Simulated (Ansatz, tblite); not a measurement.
# CsPbCl₃ with GFN1-xTB from a Python script

These are simulated results from tblite 0.8.0, not measurements. The cell began as a database structure and was relaxed with r2SCAN in plane waves (Ansatz 0.2.0). It may be hypothetical. All runs are without spin polarisation.

Space group Pm-3m (No. 221), cubic; a = 5.677 Å in the conventional setting, 36.59 Å³ an atom. Around Cs lie 12 Cl at 4.01 Å; around Pb lie 6 Cl at 2.84 Å; around Cl lie 2 Pb at 2.84 Å and 4 Cs at 4.01 Å.

tblite solves periodic systems at the zone centre alone, so the script builds a cluster of 2×2×2 conventional cells (40 atoms), which folds in a coarse mesh of k points.

run.py reads:

```python
import json
from ase import Atoms
from ase.build import make_supercell
from ase.units import Bohr, GPa, Hartree
from tblite.interface import Calculator

atoms = Atoms(['Cs', 'Pb', 'Cl', 'Cl', 'Cl'],
              cell=[[4.01412242, 2.31755466, 3.2773182], [-4.01412242, 2.31755466, 3.2773182], [0.0, -4.63510932, 3.2773182]],
              scaled_positions=[[0.5, 0.5, 0.5], [0.0, 0.0, 0.0], [0.5, 5.1408e-05, 0.999948592], [5.1408e-05, 0.999948592, 0.5], [0.999948592, 0.5, 5.1408e-05]],
              pbc=True)
cluster = make_supercell(atoms, [[0, -2, 0], [0, 0, -2], [2, 0, 0]])
calc = Calculator('GFN1-xTB', cluster.numbers, cluster.positions / Bohr, lattice=cluster.cell[:] / Bohr, periodic=cluster.pbc)
calc.set('temperature', 0.02 / Hartree)
calc.set('max-iter', 150)
res = calc.singlepoint()
levels = res.get('orbital-energies') * Hartree
nv = round(res.get('orbital-occupations').sum() / 2)
cells = len(cluster) // len(atoms)
out = {'energy_per_cell': res.get('energy') * Hartree / cells, 'homo': levels[nv - 1], 'lumo': levels[nv],
       'stress': (-res.get('virial') * Hartree / cluster.get_volume() / GPa).tolist(), 'charges': res.get('charges')[:len(atoms)].tolist(), 'electrons': 2 * nv / cells}
json.dump(out, open('results.json', 'w'))
for key, value in out.items():
    print(key, value)
```

Command: `python run.py`. It took 1.9 s on 1 thread of Arm Neoverse V1, on a shared host, peak memory 0.1 GiB.

What it printed:

```
------------------------------------------------------------
  cycle        total energy    energy error   density error
------------------------------------------------------------
      1     -118.4050197047  -1.1823435E+02   6.3430097E-01
      2     -110.1656010624   8.2394186E+00   3.3897275E-01
      3      742.0094503491   8.5217505E+02   1.2945920E+00
      4     -114.1265256259  -8.5613598E+02   1.3332822E-01
      5     -115.3204985641  -1.1939729E+00   1.1590129E-01
      6     -120.1318685239  -4.8113700E+00   3.2378817E-02
      7     -120.1751296063  -4.3261082E-02   2.6597358E-02
      8     -120.1985728961  -2.3443290E-02   8.1593107E-03
      9     -120.1980940529   4.7884329E-04   4.1258577E-03
     10     -120.1988782095  -7.8415663E-04   1.5558994E-03
     11     -120.1989288452  -5.0635691E-05   6.1596571E-04
     12     -120.1989346630  -5.8177855E-06   2.1555457E-04
     13     -120.1989350900  -4.2704740E-07   8.4055579E-05
     14     -120.1989351456  -5.5638992E-08   2.2183272E-05
     15     -120.1989351507  -5.0227982E-09   3.0588126E-06
------------------------------------------------------------

 total:                                   1.190 sec
energy_per_cell -408.8474530128499
homo 19.25805115962532
lumo 22.61749981648627
stress [[-3.2374031019791283, -0.003302900237327147, 0.002200542691319078], [-0.003302900237327104, -3.2338829710132777, 0.0014758470479562513], [0.002200542691319126, 0.001475847047956261, -3.237282567579896]]
charges [0.7302791463017997, 0.9542488006995098, -0.5641672000867284, -0.5648693686593369, -0.5634459923170088]
electrons 26.0
```

The cycle table is in hartree for the whole cluster, and the lines after it are in eV (the energy for one cell). The printed stress is in GPa and positive in compression, and the pressure is its mean diagonal.

GFN1-xTB gives a gap of 3.36 eV. On the same cell, plane-wave PBE (Ansatz, 4×4×4 k points and the special points) gives a gap of 2.09 eV and r2SCAN a gap of 2.46 eV; on shared hosts these took about 8.7 and 21 core-seconds on the 5-atom cell, against 1.9 for the script. Spin-orbit coupling, left out in all these runs, can cut or reorder the gap by tenths of an eV, up to about 1 eV with Pb or Bi. xTB was fitted to molecules, so gaps, charges and pressures of solids can be far off, and the gap also depends on the size of the cluster.

The same script was run on cells scaled at fixed shape and fractional coordinates:

```json
{"volume (Å³/atom)": "32.20", "energy (meV/atom)": "-37.2", "pressure (GPa, positive in compression)": "1.05", "gap (eV)": "3.37"}
{"volume (Å³/atom)": "34.39", "energy (meV/atom)": "-33.1", "pressure (GPa, positive in compression)": "-1.49", "gap (eV)": "3.41"}
{"volume (Å³/atom)": "36.59", "energy (meV/atom)": "0.0", "pressure (GPa, positive in compression)": "-3.24", "gap (eV)": "3.36"}
{"volume (Å³/atom)": "38.78", "energy (meV/atom)": "53.0", "pressure (GPa, positive in compression)": "-4.41", "gap (eV)": "3.26"}
{"volume (Å³/atom)": "40.98", "energy (meV/atom)": "119.1", "pressure (GPa, positive in compression)": "-5.17", "gap (eV)": "3.14"}
```

A Birch-Murnaghan fit puts the minimum at 33.01 Å³/atom, 9.8 % below the given cell, with a bulk modulus of 40.4 GPa at fixed shape.

xTB was fitted mostly to molecules, and a small cluster samples few k points, so gaps, pressures and kinks along a curve can be far from a solid's.

Spin-orbit coupling is left out; in compounds of Pb, Bi, Tl or Hg it can lower a gap by up to about 1 eV, split its edges or invert the bands.
